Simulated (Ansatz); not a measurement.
**Ge(GeH3)H3 (Ge2H6): the relaxed shape and its frontier levels**

What does Ge(GeH3)H3 (Ge2H6) look like as a singlet, and where do its frontier electrons sit?

Program: Ansatz 0.2.0, Gaussian basis. Level of theory: RKS PBE0-D4/def2-TZVP. These are calculated values, not measurements.

The runs, in order: relaxation at PBE0-D4/def2-TZVP; a search for the lowest solution at PBE0-D4/def2-SVP; a single point at PBE0-D4/def2-TZVP.

## Step 1: Starting geometry

8 atoms, charge 0, spin multiplicity 1.

Atoms are counted from 1 here; the program's logs count them from 0.

Bond lengths: Ge1–Ge2 2.363 Å, Ge1–H6 1.498 Å, Ge1–H7 1.497 Å, Ge1–H8 1.498 Å, Ge2–H3 1.498 Å, Ge2–H4 1.497 Å, Ge2–H5 1.498 Å. Angles: Ge2–Ge1–H6 113.1°, Ge2–Ge1–H7 113.1°, Ge2–Ge1–H8 113.1°, H6–Ge1–H7 105.6°, H6–Ge1–H8 105.6°, H7–Ge1–H8 105.7°, Ge1–Ge2–H3 113.2°, Ge1–Ge2–H4 112.9°, Ge1–Ge2–H5 113.2°, H3–Ge2–H4 105.7°, H3–Ge2–H5 105.5°, H4–Ge2–H5 105.6°.

The start is a GFN2-xTB geometry.

## Step 2: Relaxation at PBE0-D4/def2-TZVP

in.yaml reads:

```yaml
crystal:
  periodic: [false, false, false]
  atoms:
    - {symbol: Ge, position_ang: [-0.003060, 0.007410, -1.181420]}
    - {symbol: Ge, position_ang: [0.002720, -0.006290, 1.181150]}
    - {symbol: H, position_ang: [0.802050, 1.112210, 1.775620]}
    - {symbol: H, position_ang: [0.577430, -1.264360, 1.754610]}
    - {symbol: H, position_ang: [-1.366140, 0.120300, 1.775810]}
    - {symbol: H, position_ang: [1.373270, -0.009620, -1.772570]}
    - {symbol: H, position_ang: [-0.675890, 1.213330, -1.760140]}
    - {symbol: H, position_ang: [-0.710380, -1.172980, -1.773050]}
basis:
  gaussian: {orbitals: def2-TZVP}
hamiltonian: {xc: pbe0, dispersion: d4}
scf: {lower_state_search: "off"}
output: {orbitals: {seedname: orbitals}}
relax: {f_tol: 0.02, max_steps: 100}
```

On the command line:

```sh
> ansatz run in.yaml --threads 4 --pin off --events-out ev --progress --plain --max-ram 3916MiB
```

The runs that follow: Searching for the lowest solution, PBE0-D4/def2-SVP; Single point, PBE0-D4/def2-TZVP.

Before running them: what should the planned runs give, taken together? Wanted: point group; commonest bond, hydrogen aside; HOMO, LUMO at PBE0-D4/def2-TZVP; dipole at PBE0-D4/def2-TZVP.

As calculated:

```
                       quantity                            value
                    point group                               D3
 commonest bond, hydrogen aside  Ge–Ge, 1 of mean length 2.421 Å
HOMO, LUMO at PBE0-D4/def2-TZVP                   -8.20, 0.38 eV
    dipole at PBE0-D4/def2-TZVP                           0.00 D
```

**Reading.** The molecule keeps its bonding pattern by the stored test; the atoms moved 0.06 Å (rms). No usable vibrations, so a minimum isn't proven. The HOMO lies nearest to Ge1, Ge2 about 28 % each; 6 H atoms about 7 % each and the LUMO to Ge1, Ge2 about 17 % each; 6 H atoms about 11 % each.
